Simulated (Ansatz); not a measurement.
Born–Oppenheimer molecular dynamics of a periodic cell of 17 atoms, K16Li (host K, host structure Im-3m, interstitial Li). It starts from a relaxed structure.

Level of theory: DFT LDA, scalar-relativistic, plane waves, PAW in Ansatz. Settings: accuracy low, cutoff 420 eV, k mesh 1x1x1, fermi-dirac smearing 0.15 eV, no spin polarisation.

```yaml
ensemble: NVE (velocity Verlet)
time_step: 1 fs
steps_asked: 300
starting_velocities_drawn_for: 3000 K
seed: 493787
```

Frames 20 fs apart, positions in Å, forces in eV/Å.

Velocities at 20.0 fs (Å/ps):

```
K -2.70 0.91 8.57
K 2.27 -8.23 -11.40
K 1.46 1.36 1.00
K -0.08 -11.30 2.22
K -5.82 13.45 6.74
K -0.30 14.66 -1.11
K -8.71 -7.97 10.48
K -5.13 -0.47 -6.95
K 10.31 1.85 10.66
K 7.36 -6.00 -5.56
K 11.52 6.42 -15.26
K -1.38 -4.61 -0.36
K -0.05 1.28 4.39
K 2.52 -6.04 -1.21
K -8.28 9.36 -4.91
K -2.44 -6.85 8.71
Li -3.11 12.20 -33.89
```

```xyz
17
Lattice="8.9520 0.0000 0.0000 0.0000 8.9520 0.0000 0.0000 0.0000 8.9520" Properties=species:S:1:pos:R:3:forces:R:3 time_fs=20.0 energy_less_start_eV=0.930 T=2551
K 0.051 0.016 0.362 -0.06 -0.02 -0.40
K 4.417 -0.179 -0.056 -0.15 0.36 0.24
K 0.036 4.498 -0.176 -0.01 -0.09 -0.05
K -0.389 -0.232 4.705 0.16 0.24 -0.19
K 2.117 2.872 2.219 0.11 0.25 -0.29
K 4.462 4.778 -0.214 -0.05 -0.51 -0.11
K 4.670 -0.157 4.868 -0.06 -0.03 -0.51
K 6.615 2.287 2.058 -0.06 0.03 0.21
K 0.153 4.518 4.727 -0.41 -0.04 -0.17
K 2.391 6.179 1.928 -0.17 0.54 0.36
K 2.475 2.265 6.207 -0.27 -0.16 0.47
K 4.503 4.381 4.499 0.34 0.20 0.03
K 6.714 6.682 2.287 0.03 -0.09 0.08
K 6.756 2.095 6.879 0.06 0.15 -0.01
K 2.068 7.004 6.427 0.08 -0.10 0.14
K 6.653 6.588 7.090 0.20 0.07 -0.27
Li 2.121 0.377 2.566 0.24 -0.79 0.47
17
Lattice="8.9520 0.0000 0.0000 0.0000 8.9520 0.0000 0.0000 0.0000 8.9520" Properties=species:S:1:pos:R:3:forces:R:3 time_fs=40.0 energy_less_start_eV=2.687 T=1701
K -0.010 0.031 0.507 -0.29 -0.12 -0.66
K 4.454 -0.321 -0.269 -0.18 0.65 0.41
K 0.065 4.520 -0.159 -0.01 -0.14 -0.07
K -0.384 -0.441 4.737 0.03 0.53 -0.38
K 2.005 3.145 2.341 -0.01 -0.43 -0.27
K 4.452 5.038 -0.243 -0.17 -0.98 -0.19
K 4.497 -0.318 5.046 0.18 -0.04 -0.85
K 6.509 2.280 1.931 -0.14 0.05 0.29
K 0.333 4.553 4.931 -0.71 -0.05 -0.20
K 2.527 6.093 1.838 -0.32 0.90 0.56
K 2.689 2.382 5.931 -0.45 -0.42 0.84
K 4.499 4.303 4.493 0.71 0.48 -0.01
K 6.715 6.702 2.379 0.01 -0.16 0.10
K 6.811 1.984 6.854 0.11 0.23 -0.05
K 1.907 7.184 6.340 0.15 -0.22 0.41
K 6.619 6.456 7.246 0.50 0.15 -0.54
Li 2.161 0.405 2.035 0.59 -0.43 0.60
17
Lattice="8.9520 0.0000 0.0000 0.0000 8.9520 0.0000 0.0000 0.0000 8.9520" Properties=species:S:1:pos:R:3:forces:R:3 time_fs=60.0 energy_less_start_eV=4.036 T=1049
K -0.096 0.036 0.592 -0.04 -0.05 -0.44
K 4.474 -0.400 -0.443 -0.07 0.78 0.39
K 0.092 4.528 -0.148 0.00 -0.16 -0.05
K -0.377 -0.599 4.731 -0.25 0.74 -0.56
K 1.892 3.377 2.435 -0.18 -1.13 -0.35
K 4.425 5.203 -0.291 -0.34 -1.24 -0.21
K 4.341 -0.483 5.141 0.45 -0.02 -0.98
K 6.388 2.277 1.832 -0.20 0.06 0.30
K 0.446 4.583 5.117 -0.77 -0.11 -0.16
K 2.632 6.093 1.803 -0.37 0.91 0.65
K 2.860 2.457 5.738 -0.54 -0.71 1.02
K 4.563 4.273 4.485 0.95 0.71 -0.11
K 6.716 6.707 2.481 -0.05 -0.20 0.00
K 6.876 1.893 6.823 0.11 0.23 -0.11
K 1.762 7.344 6.293 0.26 -0.28 0.70
K 6.635 6.338 7.349 0.71 0.23 -0.68
Li 2.495 0.205 1.831 0.33 0.26 0.58
17
Lattice="8.9520 0.0000 0.0000 0.0000 8.9520 0.0000 0.0000 0.0000 8.9520" Properties=species:S:1:pos:R:3:forces:R:3 time_fs=80.0 energy_less_start_eV=4.322 T=910
K -0.183 0.036 0.633 0.38 -0.02 -0.19
K 4.488 -0.403 -0.579 0.00 0.73 0.30
K 0.119 4.519 -0.142 0.03 -0.20 0.03
K -0.394 -0.685 4.671 -0.37 0.83 -0.68
K 1.762 3.504 2.496 -0.20 -1.18 -0.27
K 4.365 5.249 -0.360 -0.38 -1.20 -0.21
K 4.229 -0.649 5.142 0.62 0.01 -0.89
K 6.249 2.279 1.764 -0.17 0.06 0.27
K 0.484 4.601 5.286 -0.58 -0.19 -0.19
K 2.700 6.181 1.831 -0.42 0.67 0.59
K 2.978 2.464 5.643 -0.47 -0.71 0.89
K 4.718 4.309 4.468 0.79 0.60 -0.10
K 6.712 6.691 2.581 -0.10 -0.22 -0.21
K 6.951 1.826 6.782 0.07 0.22 -0.16
K 1.642 7.476 6.315 0.32 -0.25 0.89
K 6.717 6.243 7.389 0.56 0.28 -0.55
Li 3.006 0.135 1.949 -0.06 0.58 0.47
17
Lattice="8.9520 0.0000 0.0000 0.0000 8.9520 0.0000 0.0000 0.0000 8.9520" Properties=species:S:1:pos:R:3:forces:R:3 time_fs=100.0 energy_less_start_eV=3.649 T=1236
K -0.236 0.034 0.654 0.46 0.02 -0.07
K 4.500 -0.336 -0.683 -0.06 0.53 0.47
K 0.149 4.492 -0.132 0.05 -0.24 0.15
K -0.443 -0.690 4.546 -0.14 0.78 -0.52
K 1.612 3.516 2.532 -0.08 -0.94 -0.10
K 4.269 5.179 -0.448 -0.27 -0.92 -0.15
K 4.177 -0.816 5.058 0.63 -0.04 -0.45
K 6.095 2.288 1.721 0.04 0.14 0.18
K 0.466 4.600 5.435 -0.28 -0.22 -0.34
K 2.727 6.337 1.916 -0.41 0.56 0.38
K 3.051 2.403 5.634 -0.29 -0.40 0.59
K 4.949 4.401 4.441 0.32 0.15 0.04
K 6.699 6.654 2.660 -0.07 -0.21 -0.50
K 7.032 1.780 6.725 0.01 0.18 -0.16
K 1.551 7.584 6.421 0.18 -0.10 0.75
K 6.852 6.174 7.375 0.12 0.34 -0.28
Li 3.496 0.361 2.311 -0.21 0.37 0.02
17
Lattice="8.9520 0.0000 0.0000 0.0000 8.9520 0.0000 0.0000 0.0000 8.9520" Properties=species:S:1:pos:R:3:forces:R:3 time_fs=120.0 energy_less_start_eV=3.174 T=1465
K -0.245 0.034 0.667 0.35 0.09 -0.03
K 4.508 -0.218 -0.741 -0.03 0.25 0.61
K 0.183 4.441 -0.108 0.04 -0.24 0.24
K -0.506 -0.618 4.371 0.16 0.68 -0.22
K 1.455 3.436 2.557 0.07 -0.66 0.07
K 4.146 5.018 -0.551 -0.13 -0.55 -0.04
K 4.185 -0.988 4.930 0.42 -0.14 0.02
K 5.947 2.312 1.695 0.44 0.33 -0.06
K 0.420 4.578 5.550 0.04 -0.18 -0.54
K 2.713 6.546 2.038 -0.34 0.38 0.10
K 3.094 2.304 5.684 -0.21 -0.05 0.40
K 5.212 4.508 4.418 -0.11 -0.34 0.18
K 6.680 6.597 2.690 0.04 -0.13 -0.79
K 7.115 1.752 6.652 -0.06 0.13 -0.14
K 1.479 7.683 6.601 0.07 0.01 0.46
K 6.999 6.140 7.334 -0.32 0.44 -0.03
Li 3.865 0.784 2.694 -0.44 -0.02 -0.24
17
Lattice="8.9520 0.0000 0.0000 0.0000 8.9520 0.0000 0.0000 0.0000 8.9520" Properties=species:S:1:pos:R:3:forces:R:3 time_fs=140.0 energy_less_start_eV=3.112 T=1496
K -0.219 0.043 0.677 0.18 0.17 -0.05
K 4.512 -0.075 -0.741 0.05 -0.02 0.58
K 0.221 4.366 -0.061 -0.01 -0.18 0.25
K -0.554 -0.481 4.174 0.29 0.51 0.06
K 1.305 3.290 2.589 0.18 -0.41 0.17
K 4.010 4.804 -0.658 0.00 -0.16 0.10
K 4.234 -1.171 4.802 0.19 0.03 0.29
K 5.842 2.367 1.663 0.69 0.37 -0.33
K 0.378 4.539 5.612 0.30 -0.07 -0.67
K 2.666 6.792 2.169 -0.31 0.05 -0.19
K 3.115 2.198 5.776 -0.25 0.14 0.31
K 5.465 4.582 4.414 -0.40 -0.72 0.33
K 6.664 6.528 2.642 0.19 0.03 -1.01
K 7.192 1.737 6.566 -0.13 0.07 -0.08
K 1.415 7.782 6.825 0.12 0.00 0.14
K 7.115 6.150 7.289 -0.58 0.51 0.16
Li 4.000 1.197 2.969 -0.49 -0.32 -0.06
17
Lattice="8.9520 0.0000 0.0000 0.0000 8.9520 0.0000 0.0000 0.0000 8.9520" Properties=species:S:1:pos:R:3:forces:R:3 time_fs=160.0 energy_less_start_eV=3.157 T=1474
K -0.176 0.069 0.682 -0.01 0.26 -0.10
K 4.522 0.066 -0.683 0.11 -0.26 0.49
K 0.257 4.275 0.010 -0.08 -0.07 0.13
K -0.575 -0.294 3.982 0.24 0.25 0.33
K 1.171 3.103 2.637 0.22 -0.16 0.19
K 3.873 4.574 -0.754 0.11 0.21 0.21
K 4.303 -1.350 4.703 0.09 0.26 0.56
K 5.800 2.457 1.601 0.53 0.17 -0.25
K 0.364 4.493 5.609 0.43 0.10 -0.62
K 2.587 7.043 2.281 -0.32 -0.22 -0.40
K 3.112 2.104 5.898 -0.32 0.15 0.23
K 5.680 4.588 4.441 -0.48 -0.84 0.35
K 6.667 6.462 2.497 0.23 0.12 -1.00
K 7.256 1.728 6.472 -0.20 0.01 0.02
K 1.363 7.881 7.063 0.24 -0.12 -0.22
K 7.176 6.209 7.259 -0.63 0.48 0.23
Li 3.882 1.445 3.191 -0.18 -0.35 -0.17
17
Lattice="8.9520 0.0000 0.0000 0.0000 8.9520 0.0000 0.0000 0.0000 8.9520" Properties=species:S:1:pos:R:3:forces:R:3 time_fs=180.0 energy_less_start_eV=3.316 T=1397
K -0.134 0.121 0.677 -0.22 0.34 -0.17
K 4.542 0.182 -0.577 0.15 -0.43 0.41
K 0.285 4.177 0.093 -0.12 0.08 -0.06
K -0.574 -0.083 3.822 0.03 -0.10 0.56
K 1.060 2.902 2.703 0.25 0.15 0.12
K 3.748 4.364 -0.830 0.20 0.53 0.31
K 4.381 -1.506 4.658 0.04 0.34 0.63
K 5.810 2.564 1.516 0.27 0.05 0.00
K 0.392 4.458 5.547 0.46 0.31 -0.43
K 2.478 7.273 2.355 -0.23 -0.41 -0.41
K 3.077 2.025 6.042 -0.31 0.03 0.05
K 5.849 4.513 4.501 -0.46 -0.71 0.18
K 6.692 6.406 2.257 0.12 0.09 -0.68
K 7.301 1.721 6.380 -0.24 -0.03 0.17
K 1.335 7.968 7.279 0.37 -0.31 -0.54
K 7.176 6.314 7.251 -0.52 0.34 0.18
Li 3.668 1.503 3.316 0.19 -0.28 -0.33
17
Lattice="8.9520 0.0000 0.0000 0.0000 8.9520 0.0000 0.0000 0.0000 8.9520" Properties=species:S:1:pos:R:3:forces:R:3 time_fs=200.0 energy_less_start_eV=3.626 T=1247
K -0.114 0.207 0.655 -0.43 0.38 -0.23
K 4.577 0.257 -0.429 0.16 -0.51 0.34
K 0.303 4.086 0.170 -0.10 0.21 -0.23
K -0.570 0.118 3.717 -0.26 -0.51 0.69
K 0.973 2.715 2.780 0.38 0.49 0.02
K 3.642 4.207 -0.875 0.26 0.78 0.39
K 4.464 -1.629 4.673 -0.03 0.31 0.46
K 5.848 2.677 1.431 0.11 0.03 0.14
K 0.465 4.454 5.443 0.40 0.53 -0.20
K 2.348 7.463 2.391 -0.04 -0.64 -0.26
K 3.013 1.948 6.189 -0.24 -0.16 -0.33
K 5.971 4.369 4.579 -0.46 -0.46 -0.01
K 6.728 6.359 1.950 -0.03 0.10 -0.19
K 7.322 1.710 6.306 -0.26 -0.06 0.35
K 1.343 8.024 7.443 0.47 -0.52 -0.76
K 7.125 6.452 7.260 -0.33 0.15 0.02
Li 3.554 1.410 3.273 0.40 -0.13 -0.20
17
Lattice="8.9520 0.0000 0.0000 0.0000 8.9520 0.0000 0.0000 0.0000 8.9520" Properties=species:S:1:pos:R:3:forces:R:3 time_fs=220.0 energy_less_start_eV=3.926 T=1102
K -0.134 0.329 0.610 -0.49 0.32 -0.29
K 4.628 0.281 -0.249 0.10 -0.50 0.21
K 0.310 4.016 0.225 -0.05 0.32 -0.34
K -0.591 0.269 3.678 -0.54 -0.90 0.68
K 0.927 2.576 2.861 0.71 0.72 -0.04
K 3.562 4.125 -0.882 0.30 0.86 0.40
K 4.544 -1.721 4.733 -0.10 0.26 0.20
K 5.898 2.793 1.359 0.02 0.08 0.18
K 0.576 4.501 5.318 0.28 0.69 -0.01
K 2.212 7.588 2.400 0.08 -0.86 -0.11
K 2.925 1.855 6.305 -0.14 -0.27 -0.62
K 6.048 4.180 4.656 -0.48 -0.15 -0.15
K 6.761 6.322 1.625 -0.14 0.14 0.32
K 7.318 1.694 6.266 -0.24 -0.08 0.52
K 1.397 8.028 7.534 0.45 -0.68 -0.75
K 7.041 6.605 7.271 -0.13 -0.03 -0.22
Li 3.649 1.251 3.122 0.37 0.10 0.02
17
Lattice="8.9520 0.0000 0.0000 0.0000 8.9520 0.0000 0.0000 0.0000 8.9520" Properties=species:S:1:pos:R:3:forces:R:3 time_fs=240.0 energy_less_start_eV=3.911 T=1109
K -0.202 0.482 0.536 -0.34 0.14 -0.32
K 4.687 0.257 -0.049 -0.02 -0.39 0.00
K 0.313 3.978 0.247 0.01 0.39 -0.39
K -0.664 0.332 3.705 -0.66 -1.06 0.49
K 0.949 2.506 2.937 0.97 0.66 -0.09
K 3.511 4.127 -0.850 0.31 0.73 0.29
K 4.615 -1.788 4.812 -0.17 0.21 -0.07
K 5.950 2.917 1.304 -0.03 0.14 0.15
K 0.715 4.616 5.192 0.11 0.69 0.11
K 2.085 7.632 2.399 0.15 -0.82 0.00
K 2.824 1.738 6.362 0.00 -0.18 -0.64
K 6.077 3.976 4.719 -0.49 0.14 -0.22
K 6.781 6.300 1.330 -0.17 0.17 0.76
K 7.291 1.669 6.278 -0.17 -0.06 0.61
K 1.495 7.967 7.553 0.28 -0.72 -0.52
K 6.944 6.756 7.260 0.08 -0.16 -0.46
Li 3.941 1.136 2.985 0.14 0.14 0.28
```

Of the whole run (300 fs, mean temperature of the second half 1299 K): The conserved energy stayed within 0.029 meV per atom of its start (net change 0.016 meV per atom), so the integration is sound. The temperature averaged 0.43 of the 3000 K drawn at the start: a run that starts near a minimum puts about half its kinetic energy into the potential. A run of 0.3 ps of so small a system gives no equilibrium averages. Limits of this set-up: coarse k mesh, low accuracy level.

Time of the run: 9.5 min on 1 thread of Arm Neoverse V1, on a shared host, peak memory 0.51 GiB.
